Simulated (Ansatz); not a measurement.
# SiH3O3 (SMILES [O][SiH](O)O): USVWN5/def2-SVPD

What is the electronic atomisation energy of SiH3O3 at USVWN5/def2-SVPD? 

The calculation is run with Ansatz 0.2.0.

20 further runs of the same task are left out: 20 set aside as unsound or not needed. Runs told in other sessions of the task aren't counted.

## 1. The system as given

SiH3O3 has 7 atoms, charge 0, and is taken as a doublet. SMILES: `[O][SiH](O)O`. The shape is that of a PBE0-D4/def2-TZVP optimisation. This is one conformer, not always the lowest.

Bond lengths: O1–Si2 1.657 Å, Si2–O3 1.623 Å, Si2–O4 1.635 Å, Si2–H5 1.483 Å, O3–H6 0.959 Å, O4–H7 0.959 Å. Angles: O1–Si2–O3 116.5°, O1–Si2–O4 110.6°, O3–Si2–O4 106.2°, O1–Si2–H5 98.3°, O3–Si2–H5 108.9°, O4–Si2–H5 116.6°, Si2–O3–H6 117.7°, Si2–O4–H7 117.3°.

## 2. The energy at USVWN5/def2-SVPD

Input file run.yaml:

```yaml
crystal:
  periodic: [false, false, false]
  atoms:
    - {symbol: O, position_ang: [-1.574100, -0.944300, 0.000300]}
    - {symbol: Si, position_ang: [-0.294400, 0.091400, 0.191600]}
    - {symbol: O, position_ang: [0.802600, -0.313200, 1.317400]}
    - {symbol: O, position_ang: [0.528900, 0.254900, -1.211400]}
    - {symbol: H, position_ang: [-1.048200, 1.278500, 0.661900]}
    - {symbol: H, position_ang: [1.628500, -0.696500, 1.017400]}
    - {symbol: H, position_ang: [0.018000, 0.261100, -2.022700]}
basis:
  gaussian:
    orbitals: def2-SVPD
magnetization:
  spin_polarized: true
  initial_magnetization: 1
hamiltonian:
  xc: {name: SVWN5}
accuracy: high
output: {orbitals: {seedname: orbitals}}
```

Command:

```console
$ ansatz run run.yaml --threads 1 --pin off --max-ram 2610MiB --events-out events.jsonl --progress --plain --runs-dir runs
```

The log of the run:

```text
Warning: RAYON_NUM_THREADS=1 ignored (pool sized by the plan → 1); use --threads N
Functional definition: SVWN5
  name "SVWN5"
  exchange = slater_x
  correlation = vwn5_c
2293 factors; integrals over basis functions are off by at most 3.6e-9 eV
mean field evaluation 1: about -13970.9436 eV, gradient 6.6e1 eV
mean field evaluation 2: about -13869.5310 eV, gradient 1.6e2 eV
mean field evaluation 4: about -13980.9717 eV, gradient 3.7e1 eV
mean field evaluation 8: about -13986.6176 eV, gradient 5.0e-1 eV
mean field evaluation 16: about -13986.6144 eV, gradient 1.2e-3 eV
mean field evaluation 32: about -13979.4831 eV, gradient 2.9e1 eV
mean field -13986.61436593 eV, -513.9985974803 hartree, gradient 2.6e-8 eV, S^2 0.752786; 5 other end points of the search recorded, 0 dependent functions left out
reference -13986.61436979 eV, -513.9985976220 hartree; 21, 20 occupied and 96, 97 virtual orbitals, 2293 factors
Total energy: -13986.61436979 eV, -513.9985976220 hartree
```

Wall time 11 s (1 thread of Arm Neoverse V2, shared host); peak memory 0.4 GiB.

## 3. The H atom at the same level

Input file molecule.yaml:

```yaml
crystal:
  periodic: [false, false, false]
  atoms:
    - {symbol: H, position_ang: [0.000000, 0.000000, 0.000000]}
basis:
  gaussian:
    orbitals: def2-SVPD
total_charge: 0
magnetization:
  spin_polarized: true
  initial_magnetization: 1
hamiltonian:
  xc: {name: SVWN5}
accuracy: high
```

Run the same way, it converges to -0.47747 Eh (log not shown).

## 4. The O atom, same level

Input file molecule.yaml:

```yaml
basis:
  gaussian: {orbitals: def2-SVPD}
crystal:
  periodic: [false, false, false]
  atoms:
    - symbol: O
      position_ang: [0.000000, 0.000000, 0.000000]
hamiltonian: {xc: {name: SVWN5}}
magnetization: {spin_polarized: true, initial_magnetization: 2}
accuracy: high
```

Run the same way, it converges to -74.43909 Eh (log not shown).

## 5. The Si atom at the same level

Input file input.yaml:

```yaml
crystal:
  periodic: [false, false, false]
  atoms:
    - {symbol: Si, position_ang: [0.000000, 0.000000, 0.000000]}
basis:
  gaussian:
    orbitals: def2-SVPD
magnetization:
  spin_polarized: true
  initial_magnetization: 2
hamiltonian:
  xc: {name: SVWN5}
accuracy: high
```

Run the same way, it converges to -288.10866 Eh (log not shown).

## 6. Results

Level: USVWN5/def2-SVPD.

| quantity | value |
| --- | --- |
| molecule: total energy | -513.99860 Eh |
| molecule: HOMO energy (highest over α and β) | -7.38 eV |
| molecule: LUMO energy (lowest over α and β) | -7.07 eV |
| molecule: ⟨S²⟩ | 0.753 |
| H atom: total energy | -0.47747 Eh |
| H atom: ⟨S²⟩ | 0.750 |
| O atom: total energy | -74.43909 Eh |
| O atom: ⟨S²⟩ | 2.004 |
| Si atom: total energy | -288.10866 Eh |
| Si atom: ⟨S²⟩ | 2.002 |
| electronic atomisation energy | 31.028 eV |

Taking the molecule apart into free atoms costs 31.03 eV (2994 kJ/mol), before zero-point energy and without spin-orbit coupling.
